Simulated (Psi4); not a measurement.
**OMP2/cc-pVDZ (density fitting for correlation) run of CH3CuO (SMILES C[O][Cu])**

Aim: the vertical singlet–triplet gap of CH3CuO at OMP2/cc-pVDZ (density fitting for correlation), from 2 runs. 

The results are computed with Psi4 1.11.

4 further runs of the same task are left out: 3 that didn't finish, 1 set aside as unsound or not needed.

### Step 1. The structure to begin with

The species is CH3CuO (6 atoms), meant as a singlet with charge 0. As SMILES, `C[O][Cu]`. The shape is that of a PBE0-D4/def2-TZVP optimisation.

Bond lengths: C1–O2 1.391 Å, O2–Cu3 1.791 Å, C1–H4 1.101 Å, C1–H5 1.101 Å, C1–H6 1.101 Å. Angles: C1–O2–Cu3 121.0°, O2–C1–H4 113.8°, O2–C1–H5 108.2°, O2–C1–H6 113.8°, H4–C1–H5 106.7°, H4–C1–H6 107.3°, H5–C1–H6 106.7°.

### Step 2. The energy at OMP2/cc-pVDZ (density fitting for correlation)

Contents of job.json:

```json
{
  "schema_name": "qcschema_input",
  "schema_version": 1,
  "molecule": {
    "schema_name": "qcschema_molecule",
    "schema_version": 2,
    "symbols": ["C", "O", "Cu", "H", "H", "H"],
    "geometry": [0.84924292, -0.35999283, 0.02267671, -0.80351155, 1.51745008, -0.78744888, -4.10032775, 1.38441336, -0.03458199, 0.40194475, -2.25028587, -0.72489894, 2.75635453, 0.11621816, -0.65667983, 0.97604354, -0.52893434, 2.0934386],
    "molecular_charge": 0,
    "molecular_multiplicity": 1,
    "fix_symmetry": "c1",
    "fix_com": true,
    "fix_orientation": true
  },
  "driver": "energy",
  "model": {
    "method": "omp2",
    "basis": "cc-pVDZ"
  },
  "keywords": {
    "puream": true,
    "e_convergence": 1e-09,
    "d_convergence": 1e-08,
    "scf_type": "pk",
    "num_frozen_docc": 7
  }
}
```

On the command line:

```sh
$ psi4 --qcschema job.json -n 1 --memory 1600MB
```

stdout:

```text
[...]
  Running in c1 symmetry.
[...]
  Nuclear repulsion =  149.738878835243042
[...]
  Multiplicity = 1
[...]
  Nalpha       = 23
  Nbeta        = 23
[...]
    Number of basis functions: 86
[...]
   @RHF iter   1: -1750.99969453485710   -1.46110e+00   4.17580e-02 ADIIS/DIIS
[...]
   @RHF iter  17: -1753.41854816365617   -2.54659e-11   8.77223e-09 DIIS
[...]
    Orbital Energies [Eh]
    ---------------------
    Doubly Occupied:
       1A   -328.812640     2A    -40.840724     3A    -35.641147
       4A    -35.640784     5A    -35.636999     6A    -20.451278
       7A    -11.225208     8A     -5.031714     9A     -3.346163
      10A     -3.343738    11A     -3.343162    12A     -1.229372
      13A     -0.844130    14A     -0.572676    15A     -0.560764
      16A     -0.547348    17A     -0.512331    18A     -0.511268
      19A     -0.509173    20A     -0.499394    21A     -0.457629
      22A     -0.345748    23A     -0.343084
[...]
  @RHF Final Energy: -1753.41854816365617
   => Energetics <=
    Nuclear Repulsion Energy =            149.7388788352430424
    One-Electron Energy =               -2745.8219101098075043
    Two-Electron Energy =                 842.6644831109081224
    Total Energy =                      -1753.4185481636561690
[...]
 Multipole Moments:
 ------------------------------------------------------------------------------------
     Multipole            Electronic (a.u.)      Nuclear  (a.u.)        Total (a.u.)
 ------------------------------------------------------------------------------------
 L = 1.  Multiply by 2.5417464519 to convert [e a0] to [Debye]
 Dipole X            :        114.0818557         -116.1077968           -2.0259411
 Dipole Y            :        -47.6964752           47.4646290           -0.2318461
 Dipole Z            :          7.0088387           -6.4545487            0.5542901
 Magnitude           :                                                    2.1131558
[...]
	Warning: cc_lambda option is changed to TRUE
	For this residual convergence, default PCG convergence is:     1.00e-07
[...]
	DF-MP2 Total Energy (a.u.)         : -1754.43629185220470
[...]
	DF-MP2 Total Energy (a.u.)         : -1754.47416649561956
[...]
	DF-OMP2 Total Energy (a.u.)        : -1754.47416649492334
[...]
```

The result, in JSON:

```text
{
 "driver": "energy",
 "model": {
  "method": "omp2",
  "basis": "cc-pVDZ"
 },
 "success": true,
 "return_result": -1754.4741664949233,
 "properties": {
  "calcinfo_nbasis": 86,
  "calcinfo_nmo": 86,
  "calcinfo_nalpha": 23,
  "calcinfo_nbeta": 23,
  "calcinfo_natom": 6,
  "nuclear_repulsion_energy": 149.73887883524304,
  "return_energy": -1754.4741664949233,
  "scf_one_electron_energy": -2745.8219101098075,
  "scf_two_electron_energy": 842.6644831109081,
  "scf_dipole_moment": [-2.0259411284028204, -0.23184612971560625, 0.554290078761988],
  "scf_total_energy": -1753.4185481636562,
  "scf_iterations": 17,
  "mp2_singles_energy": 0.0,
  "mp2_doubles_energy": -1.0177436885484465,
  "mp2_correlation_energy": -1.017743688548535,
  "mp2_total_energy": -1754.4362918522047
 }
}
```

It took 4.1 min on 1 thread of Intel Xeon Platinum 8259CL at 2.50GHz (Skylake/Cascade Lake), shared host; peak memory 1.3 GiB.

### Step 3. The triplet

Contents of ch3cuo.xyz:

```xyz
6
CH3CuO
C      0.449400    -0.190500     0.012000
O     -0.425200     0.803000    -0.416700
Cu    -2.169800     0.732600    -0.018300
H      0.212700    -1.190800    -0.383600
H      1.458600     0.061500    -0.347500
H      0.516500    -0.279900     1.107800
```

Contents of run_ase.py:

```python
import numpy as np
from ase.calculators.psi4 import Psi4
from ase.io import read

a = read('ch3cuo.xyz')
calc = Psi4(atoms=a, method='omp2', basis='cc-pVDZ', memory='1600MB', num_threads=1, charge=0, multiplicity=3, label='calc', reference='uhf')
calc.psi4.set_options({'puream': True, 'e_convergence': 1e-09, 'd_convergence': 1e-08, 'scf_type': 'pk', 'num_frozen_docc': 7, 'maxiter': 200})
a.calc = calc

print(f'energy: {a.get_potential_energy():.6f} eV')
```

On the command line:

```sh
$ python run_ase.py
```

calc.dat:

```text
[...]
  Running in c1 symmetry.
[...]
  Nuclear repulsion =  149.738878927847281
[...]
  Multiplicity = 3
[...]
  Nalpha       = 24
  Nbeta        = 22
[...]
    Number of basis functions: 86
[...]
   @UHF iter   1: -1750.54525987595707   -1.00667e+00   4.29264e-02 DIIS/ADIIS
[...]
   @UHF iter  22: -1753.36221918096794   -3.18323e-12   9.33971e-09 DIIS
[...]
   @S^2 Observed:                2.017758934E+00
[...]
    Orbital Energies [Eh]
    ---------------------
    Alpha Occupied:
       1A   -328.792492     2A    -40.824234     3A    -35.624395
       4A    -35.622206     5A    -35.620218     6A    -20.700772
       7A    -11.331544     8A     -5.017830     9A     -3.333258
      10A     -3.330871    11A     -3.323209    12A     -1.484697
      13A     -0.980099    14A     -0.769460    15A     -0.738327
      16A     -0.700667    17A     -0.580484    18A     -0.559328
      19A     -0.491456    20A     -0.491443    21A     -0.490255
      22A     -0.484003    23A     -0.452072    24A     -0.194100
    Alpha Virtual:
      25A      0.069653    26A      0.072037    27A      0.106657
[...]
  @UHF Final Energy: -1753.36221918096794
   => Energetics <=
    Nuclear Repulsion Energy =            149.7388789278472814
    One-Electron Energy =               -2743.6862242647666790
    Two-Electron Energy =                 840.5851261559512295
    Total Energy =                      -1753.3622191809679407
  UHF NO Occupations:
  HONO-2 :   22  A 1.9963044
  HONO-1 :   23  A 1.0000000
[...]
 Multipole Moments:
 ------------------------------------------------------------------------------------
     Multipole            Electronic (a.u.)      Nuclear  (a.u.)        Total (a.u.)
 ------------------------------------------------------------------------------------
 L = 1.  Multiply by 2.5417464519 to convert [e a0] to [Debye]
 Dipole X            :         -7.4988428            9.4959306            1.9970878
 Dipole Y            :          3.1249606           -3.6472917           -0.5223311
 Dipole Z            :         -0.3812807            0.2934985           -0.0877822
 Magnitude           :                                                    2.0661305
[...]
	Warning: cc_lambda option is changed to TRUE
	For this residual convergence, default PCG convergence is:     1.00e-07
[...]
	DF-SCS-MP2 Total Energy (a.u.)     : -1754.25739576534147
	DF-SOS-MP2 Total Energy (a.u.)     : -1754.21540694021974
[...]
	DF-SCS-OMP2 Total Energy (a.u.)    : -1754.30248203053247
	DF-SOS-OMP2 Total Energy (a.u.)    : -1754.17564123620923
	DF-SCS(N)-OMP2 Total Energy (a.u.) : -1753.96037391490836
[...]
	DF-OMP2 Total Energy (a.u.)        : -1754.40866583408638
[...]
```

The script printed:

```text
energy: -47739.891451 eV
```

It took 5.5 min on 1 thread of Intel Xeon Platinum 8259CL at 2.50GHz (Skylake/Cascade Lake), shared host; peak memory 1.3 GiB.

### Step 4. Results

Level: OMP2/cc-pVDZ (density fitting for correlation), 7 core orbitals frozen.

| quantity | value |
| --- | --- |
| singlet: total energy | -1754.47417 Eh |
| singlet: HOMO energy (Hartree–Fock orbitals) | -9.34 eV |
| singlet: LUMO energy (Hartree–Fock orbitals) | 0.00 eV |
| singlet: HOMO–LUMO gap (Hartree–Fock orbitals) | 9.33 eV |
| singlet: correlation energy (7 core orbitals frozen) | -1055.6 mEh |
| triplet: total energy | -1754.40867 Eh |
| triplet: HOMO energy (Hartree–Fock orbitals) (highest over α and β) | -5.28 eV |
| triplet: LUMO energy (Hartree–Fock orbitals) (lowest over α and β) | 0.75 eV |
| triplet: correlation energy (7 core orbitals frozen) | -1046.4 mEh |
| triplet: ⟨S²⟩ of the reference determinant | 2.018 |
| vertical energy of the triplet above the singlet | 1.782 eV |

**Reading.** At this shape the triplet lies 1.78 eV (41 kcal/mol) above the singlet.
